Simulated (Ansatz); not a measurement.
# InW3: the cost of one run

Computed with Ansatz 0.2.0 (DFT PBE, scalar-relativistic, plane waves, PAW, unless a step's input says otherwise).

1 further run of the same task is left out (it didn't finish).

### Step 1. Starting point

Symmetry: Pm-3m, No. 221, cubic system. Conventional cell: a = 4.134 Å, b = 4.134 Å, c = 4.134 Å, α = 90.00°, β = 90.00°, γ = 90.00°. In (site symmetry m-3m) is surrounded by 12 W at 2.92 Å. Around W (site symmetry 4/mmm) lie 4 In at 2.92 Å and 8 W at 2.92 Å.

As a file:

```
CELL_PARAMETERS angstrom
4.13351 0.00000 0.00000
0.00000 4.13351 0.00000
0.00000 0.00000 4.13351
ATOMIC_POSITIONS crystal
In 0.00000 0.00000 0.00000
W 0.00000 0.50000 0.50000
W 0.50000 0.00000 0.50000
W 0.50000 0.50000 0.00000
```

This is candidate A: Cu3Au (L1_2) type (Pm-3m, No. 221).

(A quick probe on a coarse mesh, which set the mesh and smearing, is not shown.)

### Step 3. Coarse relaxation (candidate A)

Input file input.yaml:

```yaml
crystal:
  lattice:
    - [4.1335137347, 0.0, 0.0]
    - [0.0, 4.1335137347, 0.0]
    - [0.0, 0.0, 4.1335137347]
  atoms:
    - { symbol: In, position: [0.0, 0.0, 0.0] }
    - { symbol: W, position: [0.0, 0.5, 0.5] }
    - { symbol: W, position: [0.5, 0.0, 0.5] }
    - { symbol: W, position: [0.5, 0.5, 0.0] }
basis:
  ecutwfc: 420
kpoints:
  mp_grid: { grid: [4, 4, 4] }
hamiltonian:
  xc: pbe
scf:
  occupations: { method: gaussian, width: 0.1 }
  lower_state_search: "off"
output:
  forces: true
  stress: true
  eigenvalues: true
relax:
  adjacent_minimum: "off"
  f_tol: 0.04
  max_steps: 70
  cell: { stress_tol: 0.4 }
```

Command:

```bash
> ansatz run input.yaml --threads 1 --pin off --max-ram 2560MiB --backend cpu --events-out ev --progress --plain --runs-dir out
```

Q: Estimate wall time and peak memory on 1 thread of Intel Xeon Platinum 8375C at 2.90GHz (Ice Lake), shared host.

About 7.7 s, with a peak of 0.4 GiB.
